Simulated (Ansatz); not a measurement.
# Zr3GeMo: the cost of one run

Program: Ansatz 0.2.0. Level of theory: DFT PBE, scalar-relativistic, plane waves, PAW. These are calculated values, not measurements.

1 further run of the same task is left out (it didn't finish). Runs told in other sessions of the task aren't counted.

## 1. Starting point

The structure is tetragonal, space group P4/mmm (No. 123). Conventional cell: a = 5.024 Å, b = 5.024 Å, c = 5.067 Å, α = 90.00°, β = 90.00°, γ = 90.00°. Zr (site symmetry mmm) has 2 Zr at 2.51 Å in its first shell of neighbours. Around Zr (site symmetry 4/mmm) lie 4 Zr at 2.51 Å and 2 Ge at 2.53 Å. Ge (site symmetry 4/mmm) has 2 Zr at 2.53 Å in its first shell of neighbours. Around Mo (site symmetry 4/mmm) lie 4 Ge at 3.55 Å and 8 Zr at 3.57 Å.

Coordinates:

```cif
data_structure
_symmetry_space_group_name_H-M 'P4/mmm'
_symmetry_Int_Tables_number 123
_cell_length_a 5.0239
_cell_length_b 5.0239
_cell_length_c 5.0672
_cell_angle_alpha 90.000
_cell_angle_beta 90.000
_cell_angle_gamma 90.000
_cell_volume 127.89
loop_
_atom_site_label
_atom_site_type_symbol
_atom_site_symmetry_multiplicity
_atom_site_Wyckoff_symbol
_atom_site_fract_x
_atom_site_fract_y
_atom_site_fract_z
_atom_site_occupancy
Zr1 Zr 2 f 0.50000 0.00000 0.00000 1
Zr2 Zr 1 c 0.50000 0.50000 0.00000 1
Ge1 Ge 1 d 0.50000 0.50000 0.50000 1
Mo1 Mo 1 b 0.00000 0.00000 0.50000 1
```

It is the end of an earlier relaxation with the same method, from a generated guess; it is a trial structure. At a tolerance of 0.05 Å it has space group P4/mmm (No. 123); it has 25.58 Å³/atom, an uncorrected energy of +1.39 eV/atom over the elements.

## 2. Static run: bands, density of states and charges

The input, input.yaml:

```yaml
crystal:
  lattice:
    - [5.0238729263, 0.0, 0.0]
    - [0.0, 5.0238729263, 0.0]
    - [0.0, 0.0, 5.0672404495]
  atoms:
    - { symbol: Zr, position: [0.5, 0.0, 0.0] }
    - { symbol: Zr, position: [0.0, 0.5, 0.0] }
    - { symbol: Zr, position: [0.5, 0.5, 0.0] }
    - { symbol: Ge, position: [0.5, 0.5, 0.5] }
    - { symbol: Mo, position: [0.0, 0.0, 0.5], spin: 3.41 }
basis:
  ecutwfc: 420
kpoints:
  mp_grid: { grid: [8, 8, 8] }
  band_path:
    path:
      - [[0.0, 0.0, 0.0], [0.0, 0.5, 0.0], [0.5, 0.5, 0.0], [0.0, 0.0, 0.0], [0.0, 0.0, 0.5], [0.0, 0.5, 0.5], [0.5, 0.5, 0.5], [0.0, 0.0, 0.5]]
      - [[0.0, 0.5, 0.0], [0.0, 0.5, 0.5]]
      - [[0.5, 0.5, 0.0], [0.5, 0.5, 0.5]]
    npoints: 14
hamiltonian:
  xc: pbe
scf:
  occupations: { method: gaussian, width: 0.1 }
  n_extra_bands: 12
output:
  forces: true
  stress: true
  eigenvalues: true
  populations: true
  dos: { projected: true, de: 0.02, nscf_kmesh: { grid: [10, 10, 10] } }
  bader: true
  write_density: true
  write_potential: true
  elf: true
  volumetric_format: npy
magnetization:
  spin_polarized: true
checkpoint:
  read: start.run
  write: ck
  compress: false
  write_wavefunctions: false
  write_every: 100000
```

Command:

```sh
> ansatz run input.yaml --threads 1 --pin off --max-ram 2560MiB --backend cpu --events-out ev --progress --plain --runs-dir out
```

What time and memory should one allow on 1 thread of Intel Xeon at 2.50GHz (Skylake/Cascade Lake), shared host?

About 6.5 min, with a peak of 0.9 GiB.
